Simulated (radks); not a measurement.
# Valence configurations of Sb

One table from this session's results is given with a row withheld; the runs are named, their logs left out.

Method: scalar-relativistic Kohn-Sham, BLYP, spin-polarised, spherical densities, point nucleus; open shells are filled with parallel spins first. Code: radks (a radial shooting solver on a logarithmic mesh, Libxc functionals) version 1.

### Starting point

* element: antimony (Z = 51)
* charge: 0
* electrons: 51
* configuration: [Kr] 4d10 5s2 5p3
* others tried: 4d10 5s1 5p4; 4d10 5s1.5 5p3.5; 4d9.5 5s2 5p3.5; 4d8 5s1 5p6; 4d9 5s2 5p4; 4d10 5p5; 4d9.5 5p5.5; 4d9.5 5s1 5p4.5

The outer shells:

Sb
```
[Kr] core
4d [↑↓][↑↓][↑↓][↑↓][↑↓]
5s [↑↓]
5p [↑ ][↑ ][↑ ]
```

The first run:

Settings of this run:

```text
Z 51
configuration [Kr] 4d10 5s2 5p3
relativity scalar-relativistic
functional b88,lyp
spin polarised
nucleus point
c 137.035999084
```

Among the steps run: [Kr] 4d10 5s2 5p3.

One of the session's tables, all rows but one given; the rest of the session is left out.

It belongs to the step «[Kr] 4d10 5s2 5p3». Radial moments (bohr):

```
  level     <r>  outermost maximum (interpolated)  90 % within  nodes
  4p up  0.8525                             0.762         1.25      2
4p down  0.8520                             0.762         1.25      2
  4d up   1.034                             0.847         1.60      1
4d down   1.028                             0.846         1.59      1
  5s up   2.227                              1.90         3.28      4
5s down   2.221                              1.88         3.30      4
  5p up       ?                                 ?            ?      ?
5p down   3.015                              2.34         4.69      3
```

**Question.** Estimate the row for 5p up.

The run gave: <r>: 2.886; outermost maximum (interpolated): 2.34; 90 % within: 4.39; nodes: 3. In the column «<r>» it lies between 5s up (2.227) and 5p down (3.015).
